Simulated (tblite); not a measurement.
# C2H4F4O2Si2: the cost of one run

Programs: tblite 0.8.0 and PySCF 2.14.0, with density-fitted response routines of our own. Each step states its level of theory. These are calculated values for one molecule in the gas phase, unless marked as measured. Atoms are numbered from 0 throughout.

### Step 1. Starting geometry

14 atoms, charge 0, multiplicity 1; geometry from: force field or distance geometry start.

Bonds of the start (Å): F0–Si1 1.67, Si1–O2 1.71, O2–Si3 1.70, Si3–C4 1.89, C4–C5 1.52, C5–F6 1.38, C5–F7 1.39, C5–F8 1.39, C4–O9 1.38, O9–Si1 1.72, Si1–H10 1.46, Si3–H11 1.47, Si3–H12 1.46, C4–H13 1.08.

### Step 2. Optimising the geometry with GFN2-xTB

What the job is given:

```
{"job": {"kind": "relax", "xc": "GFN2-xTB", "basis": "xTB"}, "charge": 0, "multiplicity": 1}
F      1.630200     2.128700    -0.921800
Si     1.708300     0.580800    -0.296700
O      1.116300    -0.611400    -1.376100
Si     0.060300    -1.501600    -0.387500
C     -0.418600    -0.151000     0.849400
C     -1.413300     0.760900     0.150600
F     -0.893200     1.347800    -0.981000
F     -1.853700     1.778000     0.985700
F     -2.488500    -0.025000    -0.251100
O      0.766900     0.481900     1.145000
H      3.111900     0.335100     0.022300
H     -1.152700    -1.973100    -1.064100
H      0.690800    -2.587900     0.362700
H     -0.865400    -0.563700     1.740400
```

Started as:

```sh
> OMP_NUM_THREADS=1 python probes_run.py task.json out
```

This one command runs all jobs of the session in turn.

**Question.** How long does this first job take on 1 thread of Arm Neoverse N1, shared host, and how much memory does it need?

About 1 s, with a peak of 0.18 GiB.
